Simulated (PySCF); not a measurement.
# C5H6F2: the cost of one run

The runs use PySCF 2.14.0, with density-fitted response routines of our own; the level of theory stands in each step. All values are computed, except where a source is named. Atoms are numbered from 0 throughout.

## Step 1: Starting geometry

13 atoms, charge 0, multiplicity 1; geometry from: GFN2-xTB. The atoms were then displaced at random by about 0.01 Å, so the start is not that level's minimum.

Bonds of the start (Å): C0–C1 1.32, C1–C2 1.47, C2–C3 1.31, C2–C4 1.50, C4–F5 1.35, C4–F6 1.37, C0–H7 1.11, C0–H8 1.06, C1–H9 1.09, C3–H10 1.06, C3–H11 1.10, C4–H12 1.10.

## Step 2: Geometry optimisation at PBE0-D3(BJ)/def2-SVP

What the job is given:

```
{"job": {"xc": "PBE0", "basis": "def2-SVP", "d3": "d3bj", "grid": 1, "shake": 0.01, "kind": "geom"}, "charge": 0, "multiplicity": 1}
C      1.835810     0.804520     0.078440
C      1.130290    -0.229680     0.506130
C     -0.323740    -0.421110     0.404090
C     -0.881400    -1.480730     0.926620
C     -1.099660     0.642260    -0.313760
F     -2.403440     0.313800    -0.446920
F     -1.083160     1.816950     0.391170
H      1.363140     1.681230    -0.404360
H      2.881170     0.894970     0.216180
H      1.657050    -1.040220     1.003730
H     -0.365440    -2.253710     1.446080
H     -1.973820    -1.617250     0.867030
H     -0.730980     0.872080    -1.320540
```

Launch:

```bash
OMP_NUM_THREADS=1 python probes_run.py task.json out
```

This one command runs all jobs of the session in turn.

Q: Estimate the wall time and peak memory of this first job on 1 thread of Arm Neoverse V1, shared host.

About 59 s, with a peak of 0.48 GiB.
